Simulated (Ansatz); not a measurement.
# CH7NSn (SMILES C[NH][SnH3]) at PBE/def2-SVP (core potential)

Aim: the electronic atomisation energy of CH7NSn at PBE/def2-SVP (core potential), from 5 runs. 

The results are computed with Ansatz 0.2.0.

74 further runs of the same task are left out: 74 set aside as unsound or not needed.

**1. The molecule**

CH7NSn: 10 atoms, total charge 0, spin state singlet. SMILES: `C[NH][SnH3]`. Geometry: relaxed at PBE0-D4/def2-TZVP.

Bond lengths: C1–N2 1.451 Å, N2–Sn3 2.028 Å, C1–H4 1.095 Å, C1–H5 1.094 Å, C1–H6 1.101 Å, N2–H7 1.011 Å, Sn3–H8 1.705 Å, Sn3–H9 1.706 Å, Sn3–H10 1.718 Å. Some angles: C1–N2–Sn3 118.3°, C1–N2–H7 111.0°, Sn3–N2–H7 112.3°, N2–C1–H4 110.3°, N2–C1–H5 109.7°, N2–C1–H6 115.2°, N2–Sn3–H8 106.4°, N2–Sn3–H9 105.8°, N2–Sn3–H10 112.2°, H4–C1–H5 106.6°.

**2. The energy at PBE/def2-SVP (core potential)**

in.yaml reads:

```yaml
crystal:
  periodic: [false, false, false]
  atoms:
    - {symbol: C, position_ang: [-0.898400, 0.758000, -0.879200]}
    - {symbol: "N", position_ang: [-0.343000, -0.532900, -0.516500]}
    - {symbol: Sn, position_ang: [0.897300, -0.629400, 1.085100]}
    - {symbol: H, position_ang: [-1.664200, 0.637600, -1.652700]}
    - {symbol: H, position_ang: [-1.396800, 1.201100, -0.011700]}
    - {symbol: H, position_ang: [-0.168200, 1.494600, -1.247500]}
    - {symbol: H, position_ang: [0.037300, -1.004000, -1.326200]}
    - {symbol: H, position_ang: [1.451700, -2.239000, 1.169900]}
    - {symbol: H, position_ang: [-0.052600, -0.195500, 2.433700]}
    - {symbol: H, position_ang: [2.220200, 0.458400, 0.948000]}
basis:
  gaussian:
    orbitals: def2-SVP
hamiltonian:
  xc: pbe
output: {orbitals: {seedname: orbitals}}
total_charge: 0
accuracy: high
```

Run with:

```
$ ansatz run in.yaml --threads 1 --pin off --max-ram 3480MiB --events-out events.jsonl --progress --plain --runs-dir runs
```

Output:

```text
Warning: RAYON_NUM_THREADS=1 ignored (pool sized by the plan → 1); use --threads N
Functional definition: PBE
  name "PBE"
  parameter kappa = 0.804
  parameter beta = 0.06672455060314922
  exchange = pbe_x(kappa = kappa, mu = beta*pi^2/3)
  correlation = pbe_c(beta = beta)
2266 factors; integrals over basis functions are off by at most 3.0e-9 eV
mean field evaluation 1: about -8456.0153 eV, gradient 6.4e1 eV
mean field evaluation 2: about -8372.5611 eV, gradient 1.5e2 eV
mean field evaluation 4: about -8465.3062 eV, gradient 1.2e1 eV
mean field evaluation 8: about -8465.6516 eV, gradient 6.2e-1 eV
mean field evaluation 16: about -8465.6528 eV, gradient 6.8e-5 eV
mean field -8465.65276753 eV, -311.1070009811 hartree, gradient 3.8e-8 eV, S^2 0.000000; 0 other end points of the search recorded, 0 dependent functions left out
reference -8465.65277162 eV, -311.1070011316 hartree; 21, 21 occupied and 68, 68 virtual orbitals, 2266 factors
Total energy: -8465.65277162 eV, -311.1070011316 hartree
```

Wall time 6.9 s (1 thread of Arm Neoverse V2, shared host); peak memory 0.25 GiB.

**3. The C atom, same level**

in.yaml reads:

```yaml
crystal:
  periodic: [false, false, false]
  atoms:
    - symbol: C
      position_ang: [0.000000, 0.000000, 0.000000]
basis:
  gaussian:
    orbitals: def2-SVP
hamiltonian:
  xc: pbe
accuracy: high
magnetization:
  spin_polarized: true
  initial_magnetization: 2
```

Run the same way, it converges to -37.75124 Eh (log not shown).

**4. The H atom at the same level**

job.yaml reads:

```yaml
crystal:
  periodic: [false, false, false]
  atoms:
    - symbol: H
      position_ang: [0.000000, 0.000000, 0.000000]
basis:
  gaussian: {orbitals: def2-SVP}
magnetization: {spin_polarized: true, initial_magnetization: 1}
hamiltonian: {xc: {name: PBE}}
accuracy: high
```

Run the same way, it converges to -0.49863 Eh (log not shown).

**5. The N atom at the same level**

in.yaml reads:

```yaml
crystal:
  periodic: [false, false, false]
  atoms:
    - {symbol: N, position_ang: [0.000000, 0.000000, 0.000000]}
basis:
  gaussian: {orbitals: def2-SVP}
total_charge: 0
magnetization: {spin_polarized: true, initial_magnetization: 3}
hamiltonian: {xc: pbe}
accuracy: high
```

Run the same way, it converges to -54.46658 Eh (log not shown).

**6. The Sn atom**

job.yaml reads:

```yaml
basis:
  gaussian: {orbitals: def2-SVP}
crystal:
  periodic: [false, false, false]
  atoms:
    - {symbol: Sn, position_ang: [0.000000, 0.000000, 0.000000]}
total_charge: 0
magnetization: {spin_polarized: true, initial_magnetization: 2}
hamiltonian: {xc: pbe}
accuracy: high
```

Run the same way, it converges to -214.24400 Eh (log not shown).

**7. Outcome**

At PBE/def2-SVP (core potential):

| quantity | value |
| --- | --- |
| molecule: total energy | -311.10700 Eh |
| molecule: HOMO energy | -4.90 eV |
| molecule: LUMO energy | -0.43 eV |
| molecule: HOMO–LUMO gap | 4.47 eV |
| C atom: total energy | -37.75124 Eh |
| C atom: ⟨S²⟩ | 2.002 |
| H atom: total energy | -0.49863 Eh |
| H atom: ⟨S²⟩ | 0.750 |
| N atom: total energy | -54.46658 Eh |
| N atom: ⟨S²⟩ | 3.752 |
| Sn atom: total energy | -214.24400 Eh |
| Sn atom: ⟨S²⟩ | 2.002 |
| electronic atomisation energy | 31.423 eV |

**Reading.** Taking the molecule apart into free atoms costs 31.42 eV (3032 kJ/mol), before zero-point energy and without spin-orbit coupling.
